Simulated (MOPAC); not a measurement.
Settings test, MOPAC on Ge

Simulated with MOPAC 23.2.5. This is a test of settings. The cell was built from a prototype and was relaxed with r2SCAN in plane waves (Ansatz 0.2.0). Not every such cell is a known phase. All runs are without spin polarisation.

Space group Fd-3m (No. 227), cubic; conventional cell a = 5.674 Å, 22.83 Å³ an atom. Around Ge lie 4 Ge at 2.46 Å.

The base run uses PM7 on a cluster of 64 atoms.

```
PM7 1SCF GRADIENTS AUX(PRECISION=6) THREADS=1
crystal as a cluster of 2x2x2 conventional cells

Ge 5.673747 1 0.000000 1 0.000000 1
Ge 7.092184 1 1.418437 1 1.418437 1
Ge 8.510621 1 2.836874 1 0.000000 1
Ge 9.929057 1 4.255310 1 1.418437 1
Ge 8.510621 1 0.000000 1 2.836874 1
Ge 9.929057 1 1.418437 1 4.255310 1
Ge 0.000000 1 0.000000 1 0.000000 1
Ge 1.418437 1 1.418437 1 1.418437 1
Ge 2.836874 1 2.836874 1 0.000000 1
Ge 4.255310 1 4.255310 1 1.418437 1
Ge 5.673747 1 5.673747 1 0.000000 1
Ge 7.092184 1 7.092184 1 1.418437 1
Ge 8.510621 1 8.510621 1 0.000000 1
Ge 9.929057 1 9.929057 1 1.418437 1
Ge 2.836874 1 0.000000 1 2.836874 1
Ge 4.255310 1 1.418437 1 4.255310 1
Ge 5.673747 1 2.836874 1 2.836874 1
Ge 7.092184 1 4.255310 1 4.255310 1
Ge 8.510621 1 5.673747 1 2.836874 1
Ge 9.929057 1 7.092184 1 4.255310 1
Ge 5.673747 1 0.000000 1 5.673747 1
Ge 7.092184 1 1.418437 1 7.092184 1
Ge 8.510621 1 2.836874 1 5.673747 1
[... 27 lines left out ...]
Ge 0.000000 1 8.510621 1 2.836874 1
Ge 1.418437 1 9.929057 1 4.255310 1
Ge 0.000000 1 5.673747 1 5.673747 1
Ge 1.418437 1 7.092184 1 7.092184 1
Ge 2.836874 1 8.510621 1 5.673747 1
Ge 4.255310 1 9.929057 1 7.092184 1
Ge 0.000000 1 2.836874 1 8.510621 1
Ge 1.418437 1 4.255310 1 9.929057 1
Ge 2.836874 1 5.673747 1 8.510621 1
Ge 4.255310 1 7.092184 1 9.929057 1
Ge 5.673747 1 8.510621 1 8.510621 1
Ge 7.092184 1 9.929057 1 9.929057 1
Ge 0.000000 1 8.510621 1 8.510621 1
Ge 1.418437 1 9.929057 1 9.929057 1
Tv 11.347494 1 0.000000 1 0.000000 1
Tv 0.000000 1 11.347494 1 0.000000 1
Tv 0.000000 1 0.000000 1 11.347494 1
```

Command: `mopac run.mop`. It took 2.4 s on 1 thread of Arm Neoverse V2, on a shared host, peak memory 0.022 GiB.

It converged with a gap of 3.80 eV. MOPAC's gap is a Hartree-Fock orbital gap, usually far wider than a measured one, and its energy is the heat of formation.

Each further run moved one setting: CUTOFP (reach of the lattice sums in Å); method (Hamiltonian); cluster (size of the cluster in conventional cells). Changes are from the base run, which isn't itself converged in every setting; energies of another Hamiltonian, functional, basis or charge aren't compared.

```
                          setting  how it ended  gap change (eV)  energy change (meV/atom)  time (s)
                      CUTOFP = 40     converged             0.00                       0.0       2.8
                   method = MNDOD       refused                –                         –      0.04
                     method = AM1     converged             1.66                         –       9.9
                    method = MNDO     converged             2.82                         –         2
   method = PM8 (poor on purpose)       refused                –                         –      0.04
cluster = 1x1x1 (poor on purpose)       refused                –                         –      0.04
```

CUTOFP = 40 changes nothing that matters here. With method = MNDOD nothing was computed: the Hamiltonian has no parameters for an element here. With method = PM8 nothing was computed: the Hamiltonian has no parameters for an element here. With cluster = 1x1x1 nothing was computed: the program refuses so small a cluster.

The end of the log, shortened, for method = MNDOD:

```
          CARTESIAN COORDINATES
    NO.       ATOM           X           Y           Z
 DATA ARE NOT AVAILABLE FOR ELEMENT NO. 32
          SOME ELEMENTS HAVE BEEN SPECIFIED FOR WHICH
          NO PARAMETERS ARE AVAILABLE.  CALCULATION STOPPED.
          Parameters for some elements are missing
           Empirical Formula: Ge64  =    64 atoms
 *     Error and normal termination messages reported in this calculation     *
 * Parameters for some elements are missing                                   *
 * JOB ENDED NORMALLY                                                         *
 TOTAL JOB TIME:             0.00 SECONDS
 == MOPAC DONE ==
```

Spin-orbit coupling is left out.
